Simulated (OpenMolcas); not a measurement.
# Os⁶⁺ among point charges: CASSCF and CASPT2 levels and susceptibility

How does a field of 3 point charges split the states of Os⁶⁺, and what χT follows?

Program: OpenMolcas 26.06. Level of theory: state-averaged CASSCF and CASPT2, spin-orbit coupling by RASSI with atomic mean-field integrals. These are calculated values, not measurements, unless marked.

**1. The atom as given**

* Species: Os⁶⁺ (osmium, Z = 76, 70 electrons)
* Basis: ANO-RCC-VDZP [7s6p4d2f1g], 68 functions
* Scalar Hamiltonian: DKH2, point nucleus
* Inactive shells: 1s 2s 2p 3s 3p 3d 4s 4p 4d 4f 5s 5p
* Active space: 2 electrons in 5 orbitals (5d)
* Some configurations of this space: 5d²
* Orbitals: optimised for each spin and parity, averaged over all roots

Outer shells as boxes (Hund's rule):

5d2
```
5d [↑ ][↑ ][  ][  ][  ]
```

The ion sits among 3 point charges of -2 e arranged as a planar triangle (D3h), 1.9 Å from the ion.

The work runs as a chain of OpenMolcas steps in one folder; each step below is one input file. Labels, J, g values, rates, χT and fits are worked out afterwards by a script from the matrices that RASSI stores.

**2. Basis and integrals**

Contents of a.inp:

```
&GATEWAY
Coord
1

Os 0.0 0.0 0.0
Basis=ANO-RCC-VDZP
Group=NoSym
NoMove
AngMom=0.0 0.0 0.0
AMFI
XField
3 Angstrom 0
1.900000 0.000000 0.000000 -2.000000
-0.950000 1.645448 0.000000 -2.000000
-0.950000 -1.645448 0.000000 -2.000000
&SEWARD
```

Launch:

```sh
$ OMP_NUM_THREADS=1 MOLCAS_MEM=1689 MOLCAS_PROJECT=a pymolcas a.inp > a.log
```

**3. Reference wave functions, triplets, 10 roots**

Contents of a.inp:

```
&RASSCF
FileOrb=start.orb
Symmetry=1
Spin=3
nActEl=2 0 0
Inactive=34
Ras2=5
CIRoot=10 10 1
SDav=10
CIMx=300
Iter=120 100
PrWF=0.3
OrbListing=Nothing
MaxOrb=0
>>> COPY $Project.JobIph JOB001
```

start.orb holds the contracted functions of the basis, ordered by shell, or the orbitals of the step before.

**4. Reference wave functions, singlets, 15 roots**

Contents of a.inp:

```
&RASSCF
FileOrb=start.orb
Symmetry=1
Spin=1
nActEl=2 0 0
Inactive=34
Ras2=5
CIRoot=15 15 1
SDav=15
CIMx=300
Iter=120 100
PrWF=0.3
OrbListing=Nothing
MaxOrb=0
>>> COPY $Project.JobIph JOB002
```

**5. State interaction with spin-orbit coupling**

Contents of a.inp:

```
&RASSI
NrOfJobIphs=2 10 15
1 2 3 4 5 6 7 8 9 10
1 2 3 4 5 6 7 8 9 10 11 12 13 14 15
IphNames
JOB001
JOB002
EJob
SpinOrbit
DIPRint=1.0
SOCoupling=1000.0
Subsets=2
Property=9
'ANGMOM' 1 'ANGMOM' 2 'ANGMOM' 3 'MLTPL  1' 1 'MLTPL  1' 2 'MLTPL  1' 3
'AMFI' 1 'AMFI' 2 'AMFI' 3
SOProperty=3
'ANGMOM' 1 'ANGMOM' 2 'ANGMOM' 3
```

**6. CASPT2: IPEA 0.25, imaginary shift 0.1 (closed shells correlated: 4f 5s 5p)**

Contents of a.inp:

```
>>> COPY JOB001 $Project.JobIph
&CASPT2
Multistate=10 1 2 3 4 5 6 7 8 9 10
NoMult
Frozen=23
IPEA=0.25
Imaginary=0.1
MaxIter=60
WThr=0.0 0.3 0.05
PrWF=0.5
NoMix
>>> COPY JOB002 $Project.JobIph
&CASPT2
Multistate=15 1 2 3 4 5 6 7 8 9 10 11 12 13 14 15
NoMult
Frozen=23
IPEA=0.25
Imaginary=0.1
MaxIter=60
WThr=0.0 0.3 0.05
PrWF=0.5
NoMix
```

(Steps that only read results are left out.)

What does the calculation give? Wanted: spin-free ground state; first state of the same spin within the active space; lowest level; next level.

As calculated:

```
                                            quantity                                                                           value
                                              method  SS-CASPT2, IPEA 0.25, imaginary shift 0.1 (closed shells correlated: 4f 5s 5p)
                              spin-free ground state                                                 3A2, 1-fold in its orbital part
first state of the same spin within the active space                                                                  3E at 370 cm⁻¹
                                        lowest level                                                                       1-fold A1
                                          next level                                                                     3592.8 cm⁻¹
                                         χT at 300 K                                                                  0.03 cm³ K/mol
                           effective moment at 300 K                                                                         0.46 μB
```

Cost by method:

```
                                                 method  time of its own steps  time with the reference
                                              A. CASSCF                  5.2 s                    5.2 s
B. SS-CASPT2, IPEA 0.25, imaginary shift 0.1, +4f 5s 5p                  7.1 s                     12 s
```

Times are of one thread on a shared host.

What this shows: The spin-free ground state (3A2) comes to 90 % from free-ion F terms and keeps the highest spin of the shell. χT at 300 K is 0.03, against 1.00 cm³ K/mol for the spin alone, so spin-orbit coupling lowers it. CASPT2 does not keep the components of a term degenerate, and the means are used. The field of point charges can differ much from that of real complexes. Point charges carry no covalency, so the field is a model and not that of real ligands.
